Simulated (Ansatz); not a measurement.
# C2HF3Ti: inputs that go wrong

4 inputs were typed for C2HF3Ti. Each is run as it stands; the log then has to tell whether the result can be used.

Method: the settings change from run to run; program: Ansatz 0.2.0, Gaussian basis.

## 1. The relaxed structure

The structure was relaxed beforehand with PBE0-D4 in a triple-zeta def2 set.

SMILES `C#[C][Ti]([F])([F])[F]`, 7 atoms, charge 0, spin multiplicity 1.

Atoms are counted from 1 here; the program's logs count them from 0.

Bond lengths: C1–C2 1.214 Å, C1–H7 1.067 Å, C2–Ti3 2.007 Å, Ti3–F4 1.739 Å, Ti3–F5 1.739 Å, Ti3–F6 1.739 Å. Angles: C2–C1–H7 179.9°, C1–C2–Ti3 179.9°, C2–Ti3–F4 108.5°, C2–Ti3–F5 108.5°, C2–Ti3–F6 108.5°, F4–Ti3–F5 110.4°, F4–Ti3–F6 110.4°, F5–Ti3–F6 110.4°.

## 2. Attempt 1

The input, in.yaml:

```yaml
crystal:
  periodic: [false, false, false]
  atoms:
    - {symbol: C, position_ang: [0.037587, -1.926937, 1.783521]}
    - {symbol: C, position_ang: [0.023218, -0.819260, 0.747224]}
    - {symbol: Ti, position_ang: [-0.003387, 1.012524, -0.966441]}
    - {symbol: F, position_ang: [-1.547921, 0.567477, -2.429629]}
    - {symbol: F, position_ang: [1.946305, 1.091006, -1.924077]}
    - {symbol: F, position_ang: [-0.430351, 2.892186, 0.038161]}
    - {symbol: H, position_ang: [0.051171, -2.902122, 2.694115]}
basis:
  gaussian: {orbitals: def2-SVPD, fitting: {mean_field: cc-pVTZ-jkfit}}
total_charge: 1
magnetization: {spin_polarized: true, initial_magnetization: 1}
hamiltonian: {xc: {name: HSE06}}
accuracy: high
scf: {lower_state_search: off}
```

Launch:

```console
> ansatz run in.yaml --threads 4 --pin off --events-out ev --progress --plain --max-ram 10444MiB
```

Standard output:

```text
Functional definition: HSE06
  name "HSE06"
  cite "Heyd, Scuseria & Ernzerhof, J. Chem. Phys. 118, 8207 (2003) doi:10.1063/1.1564060"
  cite "Krukau, Vydrov, Izmaylov & Scuseria, J. Chem. Phys. 125, 224106 (2006) doi:10.1063/1.2404663"
  cite "Heyd & Scuseria, J. Chem. Phys. 120, 7274 (2004) doi:10.1063/1.1668634"
  cite "Ernzerhof & Perdew, J. Chem. Phys. 109, 3313 (1998) doi:10.1063/1.476928"
  cite "Perdew, Burke & Ernzerhof, Phys. Rev. Lett. 77, 3865 (1996) doi:10.1103/PhysRevLett.77.3865"
  parent pbe
  parameter a = 0.25
  parameter omega = 0.11/bohr
  # The whole range is PBE's own exchange, as in plane waves. The composition of these papers is wPBEh.
  exchange = pbe_x - a*pbe_x_sr(omega) + a*exact_x_sr(omega)
  correlation = pbe_c
these checks for a lower state are left out or cut short: stability, starts, cluster_reference, orbital_swaps, neighbouring_geometries, increment
Error: <dir> the basis set cc-pVTZ-JKFIT has no functions for Ti
```

Wall time 0.1 s (4 threads of Arm Neoverse V2, shared host).

What is wrong: Refused before any calculation. The fitting set named has no entry for an element of this molecule. Cure: leave the fitting key out, or name a set that covers all elements and suits the basis. The input also asks for charge 1 and multiplicity 2, not those of the species named; set them back first. Its coordinates are also moved off the relaxed structure.

## 3. Attempt 2

The input, in.yaml:

```yaml
crystal:
  periodic: [false, false, false]
  atoms:
    - {symbol: C, position_ang: [0.051792, -1.596369, 1.560141]}
    - {symbol: C, position_ang: [-0.016726, -0.625087, 0.455476]}
    - {symbol: Ti, position_ang: [-0.077970, 0.953182, -0.879108]}
    - {symbol: F, position_ang: [-1.189056, 0.322064, -1.876429]}
    - {symbol: F, position_ang: [1.533456, 0.768859, -1.587896]}
    - {symbol: F, position_ang: [-0.323623, 2.190909, -0.031273]}
    - {symbol: H, position_ang: [-0.018487, -2.266579, 2.043699]}
basis:
  gaussian: {orbitals: def2-mTZVPP}
hamiltonian: {xc: {name: wB97M-V}, dispersion: rvv10}
output: {forces: true}
```

Launched as before.

Standard output:

```text
Error: invalid value for `hamiltonian.dispersion`: this functional's text states its nonlocal part
```

It took 0.05 s on 4 threads of Arm Neoverse V2, shared host.

What is wrong: The program refused the input. The dispersion term doesn't go with the functional. Its coordinates are also moved off the relaxed structure. Cure: leave the dispersion key out, since this functional holds its own nonlocal correlation.

## 4. Attempt 3

The input, in.yaml:

```yaml
crystal:
  periodic: [false, false, false]
  atoms:
    - {symbol: C, position_ang: [0.028867, -1.479888, 1.369744]}
    - {symbol: C, position_ang: [0.017832, -0.629192, 0.573868]}
    - {symbol: Ti, position_ang: [-0.002602, 0.777618, -0.742227]}
    - {symbol: F, position_ang: [-1.188803, 0.435823, -1.865955]}
    - {symbol: F, position_ang: [1.494763, 0.837892, -1.477691]}
    - {symbol: F, position_ang: [-0.330510, 2.221199, 0.029308]}
    - {symbol: H, position_ang: [0.039300, -2.228829, 2.069080]}
basis:
  gaussian: {orbitals: def2-TZVPD}
magnetization: {spin_polarized: true, initial_magnetization: 1}
hamiltonian: {xc: {name: RPBE}, dispersion: d3bjatm}
output: {forces: true}
```

Launched as before.

Standard output:

```text
Error: a molecule whose nuclei and cores have a total charge of 62 cannot have a net charge of 0 together with 1 unpaired electrons
```

Run time: 0.05 s. Hardware: 4 threads of Arm Neoverse V2, shared host.

Diagnosis: Refused before any calculation. The number of unpaired electrons doesn't fit the electron count. Its coordinates are also moved off the relaxed structure. Fix: make charge and initial_magnetization agree: an even electron count takes an even number of unpaired electrons.

## 5. Attempt 4

The input, in.yaml:

```yaml
crystal:
  periodic: [true, true, true]
  atoms:
    - {symbol: C, position_ang: [-0.055430, -1.612501, 1.429511]}
    - {symbol: C, position_ang: [-0.050277, -0.654849, 0.498621]}
    - {symbol: Ti, position_ang: [-0.114556, 0.798625, -0.781591]}
    - {symbol: F, position_ang: [-1.200790, 0.449206, -1.984056]}
    - {symbol: F, position_ang: [1.694874, 1.011538, -1.643914]}
    - {symbol: F, position_ang: [-0.433909, 2.264263, 0.161936]}
    - {symbol: H, position_ang: [0.015396, -2.352000, 2.314690]}
basis:
  gaussian: {orbitals: pcseg-2, final_grid: {core_spheres: 8, valence_spheres: 7, degree: 23}}
magnetization: {spin_polarized: true, initial_magnetization: 2}
hamiltonian: {xc: {name: r2SCAN50}, dispersion: d3bjatm}
```

The command is unchanged.

Standard output:

```text
Error: YAML parse error: error: line 2 column 3: crystal: missing field `lattice` (a structure is typed as `lattice` and `atoms`, a molecule's as `atoms` in Å alone, or read from a run's directory, `checkpoint`)
 --> <input>:2:3
  |
1 | crystal:
2 |   periodic: [true, true, true]
  |   ^ crystal: missing field `lattice` (a structure is typed as `lattice` and `atoms`, a molecule's as `atoms` in Å alone, or read from a run's directory, `checkpoint`)
3 |   atoms:
4 |     - {symbol: C, position_ang: [-0.055430, -1.612501, 1.429511]}
  |
```

It took 0.05 s on 4 threads of Arm Neoverse V2, shared host.

**Diagnosis.** Refused before any calculation. The molecule is marked periodic without a cell. It also asks for charge 0 and multiplicity 3, another species or state than the molecule above. Its coordinates are also moved off the relaxed structure. Cure: set periodic to false, or give a lattice, and set charge and spin to those of the species named.

## 6. Summary

```csv
attempt,level,ended,cause,time
1,HSE06/def2-SVPD,refused,the fitting set named has no entry for an element of this molecule,0.1 s
2,wB97M-V/def2-mTZVPP,refused,the dispersion term doesn't go with the functional,0.05 s
3,RPBE/def2-TZVPD,refused,the number of unpaired electrons doesn't fit the electron count,0.05 s
4,r2SCAN50/pcseg-2,refused,the molecule is marked periodic without a cell,0.05 s
```

**Reading.** 4 refused. A refusal costs next to no computing time.
